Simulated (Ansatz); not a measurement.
**C₃H₁₀OSi: a ladder of functionals and wavefunction methods**

An exercise on one series of results from a longer session: the logs are not shown, and one member is left open.

Computed with Ansatz 0.2.0, Gaussian basis. Level: functionals in def2-TZVPP, the program's frozen cores in correlated methods.

Plan: PBE-D4, r2SCAN-D4, PBE0-D4, B3LYP-D4, ωB97X-V, ωB97M-V, B2PLYP; CCSD(T)/def2-TZVPP; MP2/def2-QZVPP; extrapolation to the limit.

**The geometry**

All runs share one geometry, relaxed beforehand with PBE0-D4 in a triple-zeta def2 set.

15 atoms, charge 0, spin multiplicity 1.

Atoms are counted from 1 here; the program's logs count them from 0.

Bond lengths: C1–C2 1.512 Å, C1–H6 1.092 Å, C1–H7 1.093 Å, C1–H8 1.092 Å, C2–O3 1.413 Å, C2–H9 1.094 Å, C2–H10 1.099 Å, O3–Si4 1.645 Å, Si4–C5 1.856 Å, Si4–H11 1.493 Å, Si4–H12 1.493 Å, C5–H13 1.092 Å, C5–H14 1.092 Å, C5–H15 1.093 Å. Angles: C2–C1–H6 110.4°, C2–C1–H7 110.4°, C2–C1–H8 111.2°, H6–C1–H7 108.4°, H6–C1–H8 108.2°, H7–C1–H8 108.2°, C1–C2–O3 111.8°, C1–C2–H9 110.2°, C1–C2–H10 110.3°, O3–C2–H9 107.0°, O3–C2–H10 110.4°, H9–C2–H10 107.0°, C2–O3–Si4 123.9°, O3–Si4–C5 107.4°, O3–Si4–H11 111.1°, O3–Si4–H12 109.2°, C5–Si4–H11 110.4°, C5–Si4–H12 111.6° and more.

As a file:

```xyz
15
C3H10OSi
C     1.8159    1.4744   -0.3651
C     1.0675    0.4050   -1.1286
O     0.3857   -0.4797   -0.2624
Si   -1.1554   -0.2446    0.2623
C    -1.6654   -1.7697    1.1880
H     2.5233    1.0200    0.3314
H     2.3723    2.1148   -1.0544
H     1.1300    2.1040    0.2062
H     1.7664   -0.1981   -1.7162
H     0.3646    0.8641   -1.8377
H    -1.2465    0.9561    1.1450
H    -2.0411    0.0077   -0.9134
H    -1.6251   -2.6484    0.5409
H    -1.0055   -1.9410    2.0413
H    -2.6869   -1.6645    1.5627
```

Set-up of the first run:

in.yaml reads:

```yaml
crystal:
  periodic: [false, false, false]
  atoms:
    - {symbol: C, position_ang: [1.815917, 1.474354, -0.365070]}
    - {symbol: C, position_ang: [1.067545, 0.405012, -1.128627]}
    - {symbol: O, position_ang: [0.385731, -0.479677, -0.262440]}
    - {symbol: Si, position_ang: [-1.155383, -0.244622, 0.262265]}
    - {symbol: C, position_ang: [-1.665376, -1.769733, 1.188022]}
    - {symbol: H, position_ang: [2.523343, 1.019985, 0.331444]}
    - {symbol: H, position_ang: [2.372267, 2.114765, -1.054357]}
    - {symbol: H, position_ang: [1.130012, 2.104037, 0.206191]}
    - {symbol: H, position_ang: [1.766357, -0.198094, -1.716176]}
    - {symbol: H, position_ang: [0.364626, 0.864108, -1.837660]}
    - {symbol: H, position_ang: [-1.246481, 0.956051, 1.144958]}
    - {symbol: H, position_ang: [-2.041094, 0.007693, -0.913389]}
    - {symbol: H, position_ang: [-1.625122, -2.648393, 0.540877]}
    - {symbol: H, position_ang: [-1.005462, -1.940958, 2.041307]}
    - {symbol: H, position_ang: [-2.686880, -1.664546, 1.562654]}
basis:
  gaussian: {orbitals: def2-TZVPP}
hamiltonian: {xc: pbe, dispersion: d4}
output: {forces: true, orbitals: {seedname: orbitals}}
```

Run with:

```
$ ansatz run in.yaml --threads 2 --pin off --events-out ev --progress --plain --max-ram 32768MiB --backend cuda --devices 0, --max-vram 18GiB
```

Steps of the session up to this table: PBE-D4 (GGA); r2SCAN-D4 (meta-GGA); PBE0-D4 (hybrid); B3LYP-D4 (hybrid); ωB97X-V (range-separated); ωB97M-V (range-separated); B2PLYP (double hybrid); CCSD(T) in def2-TZVPP; MP2 in def2-QZVPP.

One table of the session follows, with a row left open; its other results are not shown here.

It belongs to the step «Atomisation energies». 

```
            method  atomisation energy (kcal/mol)
            PBE-D4                         1359.7
         r2SCAN-D4                         1348.5
           PBE0-D4                         1345.5
          B3LYP-D4                         1347.5
           ωB97X-V                         1350.5
           ωB97M-V                         1350.4
            B2PLYP                         1333.9
     HF/def2-TZVPP                              ?
    MP2/def2-TZVPP                         1328.1
   CCSD/def2-TZVPP                         1303.4
CCSD(T)/def2-TZVPP                         1317.9
           MP2/CBS                         1358.7
       CCSD(T)/CBS                         1348.5
```

Q: Estimate the row for HF/def2-TZVPP from the others.

**Answer.** atomisation energy (kcal/mol): 1016.2. In the column «atomisation energy (kcal/mol)» it is the lowest.

Caveats from the session: Free atoms (3 C, 1 O, 1 Si, 10 H) were run apart at each level; the atomisation energy is their sum less the molecule, without zero-point or spin-orbit terms.
